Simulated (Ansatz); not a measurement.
# CH6AlBOSi: a ladder of functionals and wavefunction methods

The task here is to estimate one member of a computed series from the others.

Computed with Ansatz 0.2.0, Gaussian basis. Level: functionals in def2-TZVPP, the program's frozen cores in correlated methods.

The runs, in order: PBE-D4, r2SCAN-D4, PBE0-D4, B3LYP-D4, ωB97X-V, ωB97M-V, B2PLYP; CCSD(T)/def2-TZVPP; MP2/def2-QZVPP; extrapolation to the limit.

**Structure used throughout**

All runs share one geometry, relaxed beforehand with PBE0-D4 in a triple-zeta def2 set.

11 atoms, charge 0, spin multiplicity 1.

Atoms are counted from 1 here; the program's logs count them from 0.

Bond lengths: O1–C2 1.247 Å, O1–Al3 1.981 Å, C2–Al3 1.945 Å, C2–H6 1.105 Å, Al3–B4 2.112 Å, Al3–H7 1.584 Å, B4–Si5 2.004 Å, B4–H8 1.201 Å, Si5–H9 1.490 Å, Si5–H10 1.498 Å, Si5–H11 1.490 Å. Angles: C2–O1–Al3 69.9°, O1–C2–Al3 73.0°, O1–C2–H6 117.2°, Al3–C2–H6 169.8°, O1–Al3–C2 37.0°, O1–Al3–B4 115.1°, O1–Al3–H7 110.2°, C2–Al3–B4 116.7°, C2–Al3–H7 115.1°, B4–Al3–H7 127.6°, Al3–B4–Si5 123.8°, Al3–B4–H8 120.8°, Si5–B4–H8 115.2°, B4–Si5–H9 114.8°, B4–Si5–H10 103.5°, B4–Si5–H11 115.2°, H9–Si5–H10 107.0°, H9–Si5–H11 108.1° and more.

Set-up of the first run:

Input file in.yaml:

```yaml
crystal:
  periodic: [false, false, false]
  atoms:
    - {symbol: O, position_ang: [-0.389369, 1.957642, -2.185806]}
    - {symbol: C, position_ang: [-1.149627, 2.094740, -1.206372]}
    - {symbol: Al, position_ang: [-0.663617, 0.212846, -1.288927]}
    - {symbol: B, position_ang: [0.925499, -0.413833, -0.047174]}
    - {symbol: Si, position_ang: [0.668668, -1.407843, 1.673597]}
    - {symbol: H, position_ang: [-1.532689, 3.110554, -1.002728]}
    - {symbol: H, position_ang: [-1.636844, -0.695737, -2.147792]}
    - {symbol: H, position_ang: [2.058418, -0.102338, -0.294470]}
    - {symbol: H, position_ang: [-0.611018, -2.164259, 1.772945]}
    - {symbol: H, position_ang: [0.616440, -0.319819, 2.701996]}
    - {symbol: H, position_ang: [1.779540, -2.328951, 2.045234]}
basis:
  gaussian: {orbitals: def2-TZVPP}
hamiltonian: {xc: pbe, dispersion: d4}
output: {forces: true, orbitals: {seedname: orbitals}}
```

Started as:

```sh
$ ansatz run in.yaml --threads 4 --pin off --events-out ev --progress --plain --max-ram 10444MiB
```

Among the steps run: PBE-D4 (GGA); r2SCAN-D4 (meta-GGA); PBE0-D4 (hybrid); B3LYP-D4 (hybrid); ωB97X-V (range-separated); ωB97M-V (range-separated); B2PLYP (double hybrid); CCSD(T) in def2-TZVPP; MP2 in def2-QZVPP.

One of the session's tables, all rows but one given; the rest of the session is left out.

```
            method  atomisation energy (kcal/mol)
            PBE-D4                          859.0
         r2SCAN-D4                          853.9
           PBE0-D4                              ?
          B3LYP-D4                          848.0
           ωB97X-V                          855.1
           ωB97M-V                          851.3
            B2PLYP                          837.8
     HF/def2-TZVPP                          623.0
    MP2/def2-TZVPP                          834.0
   CCSD/def2-TZVPP                          812.9
CCSD(T)/def2-TZVPP                          825.4
           MP2/CBS                          856.2
       CCSD(T)/CBS                          847.6
```

Q: Estimate the row for PBE0-D4 from the others.

The run gave: atomisation energy (kcal/mol): 845.0. In the column «atomisation energy (kcal/mol)» it lies between B2PLYP (837.8) and CCSD(T)/CBS (847.6).

To keep in mind: Free atoms (1 O, 1 C, 1 Al, 1 B, 1 Si, 6 H) were run apart at each level; the atomisation energy is their sum less the molecule, without zero-point or spin-orbit terms.
